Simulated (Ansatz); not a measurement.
The system is Ta3AsAu2O13.

```
Ta As Au O
1.0
     5.40201   -0.00077   -0.00162
    -2.01720    5.60758   -0.00284
    -0.71822   -1.86353    8.44196
Ta As Au O
3 1 2 13
Direct
  0.37386 0.58885 0.59831
  0.46236 0.26627 0.18689
  0.70830 0.86746 0.02761
  0.97877 0.98236 0.65371
  0.10388 0.53998 0.17237
  0.66302 0.32022 0.80522
  0.06196 0.03577 0.14158
  0.98182 0.01457 0.85130
  0.11152 0.27055 0.61508
  0.16027 0.81199 0.58364
  0.43055 0.53360 0.06777
  0.91171 0.61275 0.98081
  0.60406 0.15754 0.98626
  0.55565 0.98713 0.20984
  0.30756 0.45473 0.35006
  0.79668 0.50556 0.28659
  0.66380 0.88131 0.55106
  0.47145 0.71751 0.81742
  0.65279 0.45184 0.61449
```

The cell was built by a generator and needn't be a form met in nature.

- Program: Ansatz 0.2.0
- Task: relaxation of cell and atoms
- Functional: PBEsol
- Potentials or basis: Ansatz PAW
- Cutoff: 420 eV (not typed: the program's choice for these potentials)
- k mesh: 4 × 4 × 3
- Occupations: fermi-dirac, width 0.05 eV
- Spin: no spin polarisation

At the start: volume 13.46 Å³/atom.

Problem. Where does the relaxation end?

Solution. It ends after 25 steps and the volume is 12.75 Å³/atom (-5.3 %); space group P1 (No. 1, to 0.05 Å).

Step by step:
| step | energy change (eV) | largest force (eV/Å) | volume (Å³) |
| --- | --- | --- | --- |
| 1 | 0.0000 | 0.3403 | 255.67 |
| 2 | -0.1784 | 0.3280 | 245.10 |
| 3 | -0.1883 | 0.1714 | 246.57 |
| 4 | -0.1918 | 0.1229 | 246.46 |
| 5 | -0.1978 | 0.0382 | 245.93 |
| 6 | -0.2017 | 0.0391 | 245.46 |
| 7 | -0.2042 | 0.0585 | 245.03 |
| 8 | -0.2050 | 0.0412 | 244.97 |
| 9 | -0.2071 | 0.0407 | 244.60 |
| 10 | -0.2072 | 0.0340 | 244.70 |
| 11 | -0.2089 | 0.0587 | 244.41 |
| 12 | -0.2116 | 0.0583 | 243.95 |
| 13 | -0.2129 | 0.0444 | 243.78 |
| 14 | -0.2142 | 0.0361 | 243.61 |
| 15 | -0.2157 | 0.1140 | 243.40 |
| 16 | -0.2177 | 0.0625 | 243.04 |
| 17 | -0.2180 | 0.0146 | 243.02 |
| 18 | -0.2178 | 0.0171 | 243.07 |
| 19 | -0.2179 | 0.0096 | 243.05 |
| 20 | -0.1786 | 0.0095 | 243.05 |
| 21 | -0.1844 | 0.0490 | 241.84 |
| 22 | -0.1833 | 0.0267 | 242.23 |
| 23 | -0.1832 | 0.0296 | 242.27 |
| 24 | -0.1836 | 0.0064 | 242.19 |
| 25 | -0.1800 | 0.0064 | 242.19 |

Final structure:
```cif
data_structure
_symmetry_space_group_name_H-M 'P 1'
_symmetry_Int_Tables_number 1
_cell_length_a 5.3394
_cell_length_b 5.8167
_cell_length_c 8.5225
_cell_angle_alpha 100.986
_cell_angle_beta 95.806
_cell_angle_gamma 108.793
_cell_volume 242.19
loop_
_atom_site_label
_atom_site_type_symbol
_atom_site_fract_x
_atom_site_fract_y
_atom_site_fract_z
_atom_site_occupancy
Ta1 Ta 0.36317 0.58153 0.59803 1
Ta2 Ta 0.46602 0.26772 0.18258 1
Ta3 Ta 0.71788 0.86415 0.03200 1
As1 As 0.97278 0.98142 0.66214 1
Au1 Au 0.10361 0.54201 0.16573 1
Au2 Au 0.66353 0.29605 0.78924 1
O1 O 0.07659 0.03433 0.15207 1
O2 O 0.99986 0.01358 0.86292 1
O3 O 0.11298 0.26429 0.61455 1
O4 O 0.12853 0.79262 0.57622 1
O5 O 0.42374 0.52748 0.06003 1
O6 O 0.89921 0.59841 0.96942 1
O7 O 0.60854 0.15017 0.98032 1
O8 O 0.57431 0.99341 0.21592 1
O9 O 0.32169 0.47712 0.34898 1
O10 O 0.80228 0.52133 0.28180 1
O11 O 0.64135 0.93057 0.58458 1
O12 O 0.47103 0.70962 0.81990 1
O13 O 0.65294 0.45419 0.60358 1
```

Caveat: the plane-wave basis is chosen anew once the cell has moved, so the energies of steps on either side of that aren't comparable; the pressure holds a Pulay correction of +0.7 GPa for the finite cutoff; the PAW data sets come from PBE, with cores solved anew for the run's functional, which leaves a small shift of forces and pressure.
